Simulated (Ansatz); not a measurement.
**Al₂H₃LiS: functionals against CCSD(T) at one geometry**

A test off equilibrium: a structure displaced at random from a GFN2-xTB minimum is computed at several levels, and each is set against CCSD(T).

Computed with Ansatz 0.2.0, Gaussian basis. Level: single points in def2-TZVPP.

Correlated methods freeze the cores. The outer core shell of Li, Na, Mg and K is correlated.

### 1 Where the work starts

SMILES `[Li][S][AlH][AlH2]`, 7 atoms, charge 0, spin multiplicity 1.

Atoms are counted from 1 here; the program's logs count them from 0.

Bond lengths: Li1–S2 2.374 Å, S2–Al3 2.137 Å, Al3–Al4 2.454 Å, Al3–H5 1.693 Å, Al4–H6 1.617 Å, Al4–H7 1.561 Å. Angles: Li1–S2–Al3 154.8°, S2–Al3–Al4 106.9°, S2–Al3–H5 112.9°, Al4–Al3–H5 140.1°, Al3–Al4–H6 127.0°, Al3–Al4–H7 128.5°, H6–Al4–H7 104.4°.

Geometry (Å):

```mol
Al2H3LiS
  3D, bonds by distance, orders not assigned

  7  6  0  0  0  0  0  0  0  0999 V2000
    0.2492   -3.0971    2.9756 Li  0  0
   -0.0939   -1.2979    1.4646 S   0  0
    0.2749    0.6460    0.6583 Al  0  0
   -0.3259    0.5598   -1.7194 Al  0  0
    0.9518    1.7092    1.7883 H   0  0
   -0.7226   -0.7527   -2.5757 H   0  0
   -0.4828    1.7427   -2.7260 H   0  0
  1  2  8  0
  2  3  8  0
  3  4  8  0
  3  5  8  0
  4  6  8  0
  4  7  8  0
M  END
```

### 2 CCSD(T)/def2-TZVPP

Contents of run/in.yaml:

```yaml
crystal:
  periodic: [false, false, false]
  atoms:
    - {symbol: Li, position_ang: [0.249200, -3.097100, 2.975600]}
    - {symbol: S, position_ang: [-0.093900, -1.297900, 1.464600]}
    - {symbol: Al, position_ang: [0.274900, 0.646000, 0.658300]}
    - {symbol: Al, position_ang: [-0.325900, 0.559800, -1.719400]}
    - {symbol: H, position_ang: [0.951800, 1.709200, 1.788300]}
    - {symbol: H, position_ang: [-0.722600, -0.752700, -2.575700]}
    - {symbol: H, position_ang: [-0.482800, 1.742700, -2.726000]}
basis:
  gaussian: {orbitals: def2-TZVPP}
correlation: {method: ccsd_t}
output: {forces: true}
```

No record of the launch command was kept for these runs.

### 3 PBE0-D4/def2-TZVPP

Edit run/in.yaml of step 2 so:

```diff
@@ -12,3 +12,3 @@
   gaussian: {orbitals: def2-TZVPP}
-correlation: {method: ccsd_t}
-output: {forces: true}
+hamiltonian: {xc: pbe0, dispersion: d4}
+output: {forces: true, orbitals: {seedname: orbitals}}
```

### 4 wB97M-V/def2-TZVPP

Edit run/in.yaml of step 3 so:

```diff
@@ -12,3 +12,3 @@
   gaussian: {orbitals: def2-TZVPP}
-hamiltonian: {xc: pbe0, dispersion: d4}
-output: {forces: true, orbitals: {seedname: orbitals}}
+hamiltonian: {xc: {name: wB97M-V}}
+output: {forces: true}
```

### 5 r2SCAN-D4/def2-TZVPP

Edit run/in.yaml of step 4 so:

```diff
@@ -12,3 +12,3 @@
   gaussian: {orbitals: def2-TZVPP}
-hamiltonian: {xc: {name: wB97M-V}}
+hamiltonian: {xc: r2scan, dispersion: d4}
 output: {forces: true}
```

### 6 PBE-D4/def2-TZVPP

Edit run/in.yaml of step 5 so:

```diff
@@ -12,3 +12,3 @@
   gaussian: {orbitals: def2-TZVPP}
-hamiltonian: {xc: r2scan, dispersion: d4}
+hamiltonian: {xc: pbe, dispersion: d4}
 output: {forces: true}
```

### 7 r2SCANh-D4/def2-TZVPP

Edit run/in.yaml of step 6 so:

```diff
@@ -12,3 +12,3 @@
   gaussian: {orbitals: def2-TZVPP}
-hamiltonian: {xc: pbe, dispersion: d4}
+hamiltonian: {xc: {name: r2SCANh}, dispersion: d4}
 output: {forces: true}
```

### 8 CAM-B3LYP-D4/def2-TZVPP

Edit run/in.yaml of step 7 so:

```diff
@@ -12,3 +12,3 @@
   gaussian: {orbitals: def2-TZVPP}
-hamiltonian: {xc: {name: r2SCANh}, dispersion: d4}
+hamiltonian: {xc: {name: CAM-B3LYP}, dispersion: d4}
 output: {forces: true}
```

(Steps that only read results are left out.)

What does the calculation give? Wanted: energy less free atoms, CCSD(T)/def2-TZVPP; RMS force component; RMS force error; HOMO and LUMO, PBE0-D4; T1 diagnostic.

**Answer**, as computed:

```
                                  quantity                                                                                                   value
energy less free atoms, CCSD(T)/def2-TZVPP                                                                                         -377.3 kcal/mol
                       RMS force component                                                                    0.686 to 0.747 eV/Å over the methods
                           RMS force error  PBE0-D4 0.053, wB97M-V 0.061, r2SCAN-D4 0.050, PBE-D4 0.122, r2SCANh-D4 0.045, CAM-B3LYP-D4 0.066 eV/Å
                    HOMO and LUMO, PBE0-D4                                                                                      -5.50 and -1.95 eV
                             T1 diagnostic                                                                                                   0.013
```

In words: Against CCSD(T) the functionals' energies less atoms differ by -14.4 to -3.7 kcal/mol, PBE-D4 by -5.5 kcal/mol. A larger basis would deepen the CCSD(T) value, while the functionals are nearly converged already, so the order here is not reliable. The forces of r2SCANh-D4 come nearest to CCSD(T), those of PBE-D4 are farthest. Frozen-core CCSD(T) forces in triple zeta carry basis errors of their own, and this is one geometry, so small gaps rank nothing.
